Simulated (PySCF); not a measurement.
# CeH4S4 (Ce(SH)4): the cost of one run

The runs use PySCF 2.14.0; several levels, as the steps say, no spin–orbit coupling.

4 further runs of the same task are left out: 2 for a known fault of the program, 1 that didn't finish, 1 set aside as unsound or not needed.

**1. The starting structure**

9 atoms, charge 0, spin multiplicity 1.

Bond lengths: Ce1–S2 2.616 Å, Ce1–S4 2.616 Å, Ce1–S6 2.616 Å, Ce1–S8 2.616 Å, S2–H3 1.361 Å, S4–H5 1.361 Å, S6–H7 1.361 Å, S8–H9 1.361 Å. Angles: S2–Ce1–S4 108.6°, S2–Ce1–S6 109.9°, S2–Ce1–S8 109.9°, S4–Ce1–S6 109.9°, S4–Ce1–S8 109.9°, S6–Ce1–S8 108.6°, Ce1–S2–H3 95.3°, Ce1–S4–H5 95.3°, Ce1–S6–H7 95.3°, Ce1–S8–H9 95.3°.

As a file:

```xyz
9
CeH4S4
Ce    0.0000    0.0000    0.0000
S     1.6549    1.3330    1.5260
H     2.7654    1.0312    0.7997
S    -1.6549   -1.3330    1.5260
H    -2.7654   -1.0312    0.7997
S     1.3330   -1.6550   -1.5258
H     1.0311   -2.7653   -0.7998
S    -1.3330    1.6550   -1.5258
H    -1.0311    2.7653   -0.7998
```

Formal oxidation states: Ce +4. The 4f shell is empty and lies in the core potential. An earlier session relaxed this geometry at TPSS, Ce lcecp-2-SVP with ECP46, S def2-SVP, H def2-SVP (singlet, point group S4).

At TPSS on the finer grid: E = -1633.536019 Eh, frontier levels not given, since the 4f levels lie in the core, Mulliken charge on Ce1 +0.91 e, largest force component 0.009 eV/Å. The large-core potential holds the 4f shell empty.

Levels to run: BP86; HF; PBE; wB97X; TPSS, TZVP. Hardware: 2 threads of Arm Neoverse V1, shared host.

**2. BP86**

Contents of run.py (the lines that set the calculation):

```python
mol = gto.M(atom='''
Ce     0.00000     0.00000     0.00003
S      1.65492     1.33296     1.52597
H      2.76538     1.03121     0.79968
S     -1.65492    -1.33296     1.52597
H     -2.76538    -1.03121     0.79968
S      1.33301    -1.65502    -1.52585
H      1.03106    -2.76531    -0.79983
S     -1.33301     1.65502    -1.52585
H     -1.03106     2.76531    -0.79983''',
    basis={'Ce': 'lcecp-2-SVP', 'S': 'def2-SVP', 'H': 'def2-SVP'},
    ecp={'Ce': 'lcecp-2-SVP'},
    charge=0, spin=0)
mf = dft.RKS(mol, xc='B88,P86')
mf.grids.atom_grid = (75, 302)  # f atoms: unpruned, at least (60, 302)
mf = mf.density_fit()  # fitting sets: Ce AutoAux, S def2-universal-JKFIT, H def2-universal-JKFIT
mf.conv_tol = 1e-08; mf.max_cycle = 55
mf.kernel(dm0)  # dm0: the density of the relaxed state
```

Started as:

```sh
> OMP_NUM_THREADS=2 python run.py
```

**Question.** How long does this run take on 2 threads of Arm Neoverse V1, shared host?

About 9 s.
